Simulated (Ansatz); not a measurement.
# C2H5NSe: the cost of one run

All numbers below are computed with Ansatz 0.2.0 (RKS PBE0-D4/def2-SVP).

1 further run of the same task is left out (it didn't finish).

### Step 1. Starting point

Bond lengths: C1–N2 1.386 Å, N2–C3 1.286 Å, C3–Se4 1.947 Å, C1–H5 1.164 Å, C1–H6 1.143 Å, C1–H7 1.120 Å, C3–H8 1.073 Å, Se4–H9 1.608 Å. Angles: C1–N2–C3 120.9°, N2–C1–H5 110.9°, N2–C1–H6 112.4°, N2–C1–H7 114.1°, H5–C1–H6 104.7°, H5–C1–H7 107.4°, H6–C1–H7 106.7°, N2–C3–Se4 118.3°, N2–C3–H8 121.9°, Se4–C3–H8 119.1°, C3–Se4–H9 87.2°.

Coordinates:

```xyz
9

C    -0.1783    1.4076    0.0841
N     0.1876    0.1530    0.5454
C     0.3389   -0.8316   -0.2683
Se    1.0013   -2.5207    0.4385
H    -1.2126    1.3681   -0.4483
H    -0.3171    2.1602    0.9335
H     0.5512    1.8624   -0.6338
H     0.2525   -0.7077   -1.3310
H    -0.5350   -2.9375    0.6628
```

### Step 2. End point A

Contents of input.yaml:

```yaml
crystal:
  periodic: [false, false, false]
  atoms:
    - { symbol: C, position_ang: [-0.1783, 1.4076, 0.0841] }
    - { symbol: "N", position_ang: [0.1876, 0.153, 0.5454] }
    - { symbol: C, position_ang: [0.3389, -0.8316, -0.2683] }
    - { symbol: Se, position_ang: [1.0013, -2.5207, 0.4385] }
    - { symbol: H, position_ang: [-1.2126, 1.3681, -0.4483] }
    - { symbol: H, position_ang: [-0.3171, 2.1602, 0.9335] }
    - { symbol: H, position_ang: [0.5512, 1.8624, -0.6338] }
    - { symbol: H, position_ang: [0.2525, -0.7077, -1.331] }
    - { symbol: H, position_ang: [-0.535, -2.9375, 0.6628] }
basis:
  gaussian: { orbitals: def2-SVP }
hamiltonian:
  xc: pbe0
  dispersion: d4
relax:
  f_tol: 0.02
  max_steps: 50
output:
  orbitals: {}
```

On the command line:

```sh
$ ansatz run input.yaml --threads 2 --pin off --max-ram 3072MiB --backend cpu --events-out ev --progress --plain --runs-dir out
```

What time and memory should one allow on 2 threads of Intel Xeon Platinum 8259CL at 2.50GHz (Skylake/Cascade Lake), shared host?

About 59 s, with a peak of 0.24 GiB.
